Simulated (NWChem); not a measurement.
# Plane-wave run on BP (zincblende type)

```yaml
crystal:
  lattice:
    - [0.00000, 2.29588, 2.29588]
    - [2.29588, 0.00000, 2.29588]
    - [2.29588, 2.29588, 0.00000]
  atoms:
    - { symbol: P, position: [0.25000, 0.25000, 0.25000] }
    - { symbol: B, position: [0.00000, 0.00000, 0.00000] }
```

The numbers come from NWChem runs, not from measurements. Origin of the cell: lattice set by a structure generator, not relaxed at this level.

Norm-conserving pseudopotentials with valence charges P 5, B 3, fixed occupations, no spin-orbit coupling, density cut at twice the wavefunction cutoff.

Level: revPBE, default library, cutoff 30 Ha, density from a 4×4×4 mesh. Bands run along Γ–X–U|K–Γ–L–W–X with k in units of the cell's reciprocal vectors.

Q: Give the band energies at the labelled points, in eV from the valence-band top.

A: 
| point | k | band 1 | band 2 | band 3 | band 4 | band 5 | band 6 |
|---|---|---|---|---|---|---|---|
| Γ | 0.000 0.000 0.000 | -15.12 | -0.01 | 0.00 | 0.00 | 3.37 | 3.38 |
| X | -0.500 -0.500 0.000 | -10.46 | -8.36 | -3.97 | -3.97 | 1.49 | 1.77 |
| U | -0.375 -0.375 0.250 | -10.48 | -7.96 | -5.95 | -3.38 | 2.26 | 5.96 |
| K | -0.375 0.000 0.375 | -10.48 | -7.97 | -5.95 | -3.38 | 2.26 | 5.96 |
| L | 0.000 0.000 0.500 | -11.94 | -8.73 | -1.71 | -1.70 | 3.60 | 4.72 |
| W | -0.500 -0.250 0.250 | -10.22 | -7.88 | -5.43 | -5.22 | 5.39 | 6.77 |
Bands up to 4 are filled.
